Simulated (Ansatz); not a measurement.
# C₂H₅BO: up Jacob's ladder to CCSD(T)

An exercise on one series of results from a longer session: the logs are not shown, and one member is left open.

Computed with Ansatz 0.2.0, Gaussian basis. Level: functionals in def2-TZVPP, the program's frozen cores in correlated methods.

Plan: LDA (SPW92), PBE-D4, revPBE-D4, BLYP-D4, r2SCAN-D4, B97M-V, PBE0-D4, B3LYP-D4, r2SCANh-D4, r2SCAN0-D4, HSE06-D4, BHLYP-D4, CAM-B3LYP-D4, LC-ωPBE, ωB97X-V, ωB97M-V, B2PLYP, PBE-QIDH; CCSD(T)/def2-SVP; CCSD(T)/def2-TZVPP; MP2/def2-QZVPP; extrapolation to the limit; RPA on PBE.

## Structure used throughout

The geometry comes from an earlier relaxation with PBE0-D4 in a triple-zeta def2 set; it is a stationary point, not always the lowest conformer.

SMILES `BOC=C`, 9 atoms, charge 0, spin multiplicity 1.

Atoms are counted from 1 here; the program's logs count them from 0.

Bond lengths: B1–O2 1.350 Å, B1–H5 1.193 Å, B1–H6 1.201 Å, O2–C3 1.366 Å, C3–C4 1.321 Å, C3–H7 1.087 Å, C4–H8 1.081 Å, C4–H9 1.083 Å. Angles: O2–B1–H5 116.7°, O2–B1–H6 119.8°, H5–B1–H6 123.6°, B1–O2–C3 122.1°, O2–C3–C4 121.5°, O2–C3–H7 114.8°, C4–C3–H7 123.7°, C3–C4–H8 119.7°, C3–C4–H9 121.3°, H8–C4–H9 119.0°.

The first run:

Contents of in.yaml:

```yaml
crystal:
  periodic: [false, false, false]
  atoms:
    - {symbol: B, position_ang: [-0.224530, 1.789153, -0.266952]}
    - {symbol: O, position_ang: [0.096156, 0.521867, -0.603838]}
    - {symbol: C, position_ang: [0.011683, -0.509917, 0.286927]}
    - {symbol: C, position_ang: [0.329567, -1.745116, -0.055362]}
    - {symbol: H, position_ang: [-0.114890, 2.614692, -1.121877]}
    - {symbol: H, position_ang: [-0.597482, 2.033617, 0.847723]}
    - {symbol: H, position_ang: [-0.332702, -0.228661, 1.279174]}
    - {symbol: H, position_ang: [0.251826, -2.540031, 0.672901]}
    - {symbol: H, position_ang: [0.668874, -1.981805, -1.055797]}
basis:
  gaussian: {orbitals: def2-TZVPP}
hamiltonian: {xc: lda}
output: {orbitals: {seedname: orbitals}}
```

Among the steps run: LDA; PBE-D4 (GGA); revPBE-D4 (GGA); BLYP-D4 (GGA); r2SCAN-D4 (meta-GGA); B97M-V (meta-GGA); PBE0-D4 (hybrid); B3LYP-D4 (hybrid); r2SCANh-D4 (hybrid); r2SCAN0-D4 (hybrid); HSE06-D4 (hybrid); BHLYP-D4 (hybrid); CAM-B3LYP-D4 (range-separated); LC-ωPBE (range-separated); ωB97X-V (range-separated); ωB97M-V (range-separated); B2PLYP (double hybrid); PBE-QIDH (double hybrid).

One table of the session follows, with a row left open; its other results are not shown here.

It belongs to the step «Orbital energies across the functionals». 

| functional | HOMO (eV) | gap (eV) |
| --- | --- | --- |
| LDA (SPW92) | -6.64 | 4.53 |
| PBE-D4 | -6.43 | 4.58 |
| revPBE-D4 | -6.35 | 4.61 |
| BLYP-D4 | -6.26 | 4.55 |
| r2SCAN-D4 | -6.57 | 5.10 |
| B97M-V | -6.59 | 5.03 |
| PBE0-D4 | -7.51 | 6.68 |
| B3LYP-D4 | -7.29 | 6.21 |
| r2SCANh-D4 | -6.99 | 5.87 |
| r2SCAN0-D4 | -7.62 | 7.02 |
| HSE06-D4 | -7.11 | 5.90 |
| BHLYP-D4 | -8.45 | 8.63 |
| CAM-B3LYP-D4 | -8.84 | 9.07 |
| LC-ωPBE | -10.24 | 11.68 |
| ωB97X-V | ? | ? |
| ωB97M-V | -9.75 | 10.82 |

**Question.** Estimate the row for ωB97X-V.

**Answer.** HOMO (eV): -9.82; gap (eV): 11.16. In the column «HOMO (eV)» it lies between LC-ωPBE (-10.24) and ωB97M-V (-9.75).
